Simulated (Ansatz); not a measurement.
**BiW (rocksalt type): a single-point run**

Wanted: a converged single-point run for BiW (rocksalt type), and a check of what comes out. The structure is shown as the input types it.

Method: DFT, PBEsol, PAW with Ansatz's default frozen-core files, scalar-relativistic, in Ansatz 0.2.0.

## (1) The starting structure

The structure is cubic, space group Fm-3m (No. 225). The conventional cell has a = 5.544 Å, b = 5.544 Å, c = 5.544 Å, α = 90.00°, β = 90.00°, γ = 90.00°. Around W (site symmetry m-3m) lie 6 Bi at 2.77 Å. Bi (site symmetry m-3m) has 6 W at 2.77 Å in its first shell of neighbours.

Structure file:

```xyz
2
Lattice="0.0000 2.7718 2.7718 2.7718 0.0000 2.7718 2.7718 2.7718 0.0000" Properties=species:S:1:pos:R:3 pbc="T T T"
W     0.0000    0.0000    0.0000
Bi    2.7718    2.7718    2.7718
```

## (2) Input and run

Contents of input.yaml:

```yaml
crystal:
  lattice:
    - [0.0, 2.7718230667, 2.7718230667]
    - [2.7718230667, 0.0, 2.7718230667]
    - [2.7718230667, 2.7718230667, 0.0]
  atoms:
    - { symbol: W, position: [0.0, 0.0, 0.0] }
    - { symbol: Bi, position: [0.5, 0.5, 0.5] }
kpoints:
  mp_grid: { grid: [11, 11, 11] }
scf:
  occupations: { method: fermi_dirac, width: 0.05 }
  max_iter: 2
hamiltonian:
  xc: pbesol
  pseudopotentials: { kind: paw }
output:
  forces: true
  stress: true
  eigenvalues: true
  populations: true
```

The run is started by

```bash
> ansatz run input.yaml --threads 1 --pin off --max-ram 2048MiB --backend cpu --events-out ev --progress --plain --runs-dir out
```

Q: Will this input give a usable result? If not, why, and what should change?

The SCF did not converge in 2 cycles. The density residual dr2 fell from 0.00593 to 0.00155 eV (threshold 1.0e-7) and was still falling. Its numbers are not properties of the system.

In the input, scf.max_iter is 2. The run was allowed too few self-consistency cycles to reach its threshold.

Fix: delete scf.max_iter (the default then holds).
